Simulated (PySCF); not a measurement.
**W²⁺: dipole response in ANO-RCC-VTZP**

How polarisable is W²⁺ at the levels listed below?

Program: PySCF 2.14.0. Level of theory: unrestricted determinants in a Gaussian basis, no spin-orbit coupling in the energies. These are calculated values, not measurements, unless marked.

## (1) The system

| Item | Value |
| --- | --- |
| Element | tungsten (Z = 74) |
| Basis | ANO-RCC-VTZP |
| Hamiltonian | scalar relativity by spin-free X2C-1e |
| State 1 | W²⁺: [Xe] 4f14 5d4, high-spin 5D determinant |
| Methods | MN15 |

Outer shells as boxes (Hund's rule):

W2+ [Xe] 4f14 5d4
```
[Xe] core
4f [↑↓][↑↓][↑↓][↑↓][↑↓][↑↓][↑↓]
5d [↑ ][↑ ][↑ ][↑ ][  ]
```

The runs were made by one driver on top of PySCF. The scripts below sum up each run's settings (the driver also hands on starting orbitals that pick excited configurations, and frozen orbitals as a list rather than a count), and the logs come from the driver's own runs. The driver starts from symmetry-adapted Hartree-Fock orbitals, holds the occupation by maximum overlap and uses a logarithmic radial grid for functionals, so a plain start would take other cycles.

The integrals over 104 functions and the set-up took 60 s of CPU time.

## (2) W²⁺, at MN15

MN15:

File input.py:

```python
from pyscf import gto, scf, dft, mp, cc
import basis_set_exchange as bse
mol = gto.M(atom="W 0 0 0", charge=2, spin=4, symmetry="D2h",
            basis=gto.basis.parse(bse.get_basis("ANO-RCC-VTZP", elements=["W"], fmt="nwchem")),
            nucmod="G")
mf = dft.UKS(mol, xc="MN15").sfx2c1e()
mf.irrep_nelec = {'Ag': (10, 9), 'B1g': (3, 2), 'B2g': (3, 2), 'B3g': (3, 2), 'Au': (1, 1), 'B1u': (6, 6), 'B2u': (6, 6), 'B3u': (6, 6)}
mf.kernel()
```

Standard output:

```text
damping factor = 0
level_shift factor = 0
DIIS = <class 'pyscf.scf.diis.CDIIS'>
diis_start_cycle = 1
diis_space = 10
diis_damp = 0
SCF conv_tol = 1e-09
SCF conv_tol_grad = None
number electrons alpha = 38  beta = 34
XC functionals = MN15
    H. S. Yu, X. He, S. L. Li, and D. G. Truhlar.,  Chem. Sci. 7, 5032-5051 (2016)
    H. S. Yu, X. He, S. L. Li, and D. G. Truhlar.,  Chem. Sci. 7, 5032-5051 (2016)
cycle= 1 E= -16153.4358022566  delta_E= -0.0281  |g|= 0.733  |ddm|= 0.188
cycle= 2 E= -16153.3910676589  delta_E= 0.0447  |g|=  1.1  |ddm|= 0.194
cycle= 3 E= -16153.4677523756  delta_E= -0.0767  |g|= 0.016  |ddm|= 0.124
cycle= 4 E= -16153.4677749223  delta_E= -2.25e-05  |g|= 0.000666  |ddm|= 0.00342
cycle= 5 E= -16153.4677753439  delta_E= -4.22e-07  |g|= 0.000243  |ddm|= 0.00133
cycle= 6 E= -16153.467775572  delta_E= -2.28e-07  |g|= 0.000146  |ddm|= 0.00111
cycle= 7 E= -16153.4677758812  delta_E= -3.09e-07  |g|= 8.4e-05  |ddm|= 0.00217
cycle= 8 E= -16153.467776022  delta_E= -1.41e-07  |g|= 7.4e-06  |ddm|= 0.00271
cycle= 9 E= -16153.4677760221  delta_E= -4.55e-11  |g|= 7.61e-07  |ddm|= 4.74e-05
converged SCF energy = -16153.4677760221  <S^2> = 6.0025662  2S+1 = 5.0010264
```

It used 2.7 min of CPU time after the integrals (shared host).

Orbital energies by shell (radii are means over both spins):

```csv
shell,electrons,mean orbital energy (eV),spread (eV),rms radius (bohr)
1s β,1,-69419.6,0,0.0207
1s α,1,-69419.6,0,0.0207
2s β,1,-11914.5,0,0.0839
2s α,1,-11914.3,0,0.0839
2p β,3,-10493.8,0.118,0.0761
2p α,3,-10493.7,0.155,0.0761
3s α,1,-2736.9,0,0.216
3s β,1,-2736.6,0,0.216
3p α,3,-2320.8,0.137,0.217
3p β,3,-2320.6,0.206,0.217
3d α,5,-1815.3,0.219,0.197
3d β,5,-1815.2,0.221,0.197
4s β,1,-569.24,0,0.482
4s α,1,-569.09,0,0.482
4p β,3,-433.06,0.369,0.513
4p α,3,-433.01,0.397,0.513
4d α,5,-254.64,0.370,0.554
4d β,5,-254.52,0.463,0.554
5s α,1,-99.533,0,1.14
5s β,1,-97.983,0,1.14
5p α,3,-63.763,0.350,1.33
5p β,3,-61.016,1.069,1.33
4f α,7,-54.203,0.390,0.684
4f β,7,-53.929,0.486,0.684
5d α,4,-23.146,0.597,2.00
```

⟨S²⟩ = 6.003, ⟨L²⟩ = 6.01.

The driver then solved the coupled dipole response at imaginary frequencies: mean α = 11.16 bohr³ (xx, yy, zz: 10.49, 10.49, 12.49), C₆ = 62.87 au for a like pair.

Spin-orbit coupling, absent here, splits the open shell strongly.

Radial density 4πr²ρ of W²⁺ at MN15, without picture-change correction:

```
r (bohr)   density  spin density
0.000303      2.45         0.000
0.000509      5.17         0.000
0.000856      10.5         0.000
 0.00144      20.6         0.000
 0.00242      38.1         0.000
 0.00407      64.0        -0.001
 0.00685      92.0        -0.001
  0.0115       104        -0.002
  0.0194      91.7        -0.004
  0.0326       100        -0.003
  0.0549       136         0.044
  0.0923       106         0.180
   0.155       124         0.086
   0.261      68.1         0.016
   0.439      75.5         0.302
   0.738      29.3         0.098
    1.24      12.5         2.370
    2.09      2.76         1.744
    3.51     0.234         0.224
    5.91   0.00340         0.003
    9.94  1.17e-05         0.000
```

## (3) Polarisabilities and C₆

W²⁺, in atomic units:

```csv
method,mean α,C₆ (like pair),S(−4)
MN15,11.16,62.87,70.61
```

α(iu) at MN15:

```
u (hartree)  α(iu) (bohr³)
          0          11.16
     0.0500          10.99
      0.100          10.52
      0.200          9.184
      0.300          7.901
      0.500          6.155
      0.750          4.893
       1.00          4.045
       1.50          2.888
       2.00          2.144
       3.00          1.307
       5.00         0.6441
```

## (4) What came out

```
quantity               value
α of W²⁺  11.16 (MN15) bohr³
```

In words: A single London oscillator with the computed α and C₆ of W²⁺ at MN15 would have ω = 4 C₆ / (3 α²) = 0.673 hartree. All values hold for this basis alone; no basis-set limit was taken.
